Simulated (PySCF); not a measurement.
# C2H7NOSi2: the cost of one run

Computed with PySCF 2.14.0, with density-fitted response routines of our own, on a single molecule in the gas phase. Atoms are numbered from 0 throughout.

## Step 1: Starting geometry

13 atoms, charge 0, multiplicity 1; geometry from: GFN2-xTB. The atoms were then displaced at random by about 0.01 Å, so the start is not that level's minimum.

Bonds of the start (Å): C0–O1 1.37, O1–Si2 1.61, Si2–Si3 2.34, Si3–C4 1.84, C4–N5 1.14, C0–H6 1.12, C0–H7 1.07, C0–H8 1.07, Si2–H9 1.46, Si2–H10 1.49, Si3–H11 1.48, Si3–H12 1.48.

## Step 2: Geometry optimisation at PBE0-D3(BJ)/def2-SVP

What the job is given:

```
{"job": {"xc": "PBE0", "basis": "def2-SVP", "d3": "d3bj", "grid": 1, "shake": 0.01, "kind": "geom"}, "charge": 0, "multiplicity": 1}
C     -2.591490    -0.113850     0.057250
O     -1.276150     0.278140    -0.018200
Si     0.020940    -0.674610     0.075900
Si     1.682490     0.954380    -0.153220
C      3.286120     0.057250    -0.076080
N      4.281320    -0.496090    -0.013030
H     -3.210370     0.808270    -0.054910
H     -2.818300    -0.555430     1.007420
H     -2.862610    -0.784260    -0.726900
H      0.000200    -1.711680    -0.949370
H      0.032500    -1.416180     1.365210
H      1.767790     1.963200     0.919540
H      1.693410     1.673990    -1.443920
```

Started as:

```
$ OMP_NUM_THREADS=1 python probes_run.py task.json out
```

The driver reads the jobs from task.json and runs them one after another.

Q: Estimate the wall time and peak memory of this first job on 1 thread of Arm Neoverse V1, shared host.

About 54 s, with a peak of 0.52 GiB.
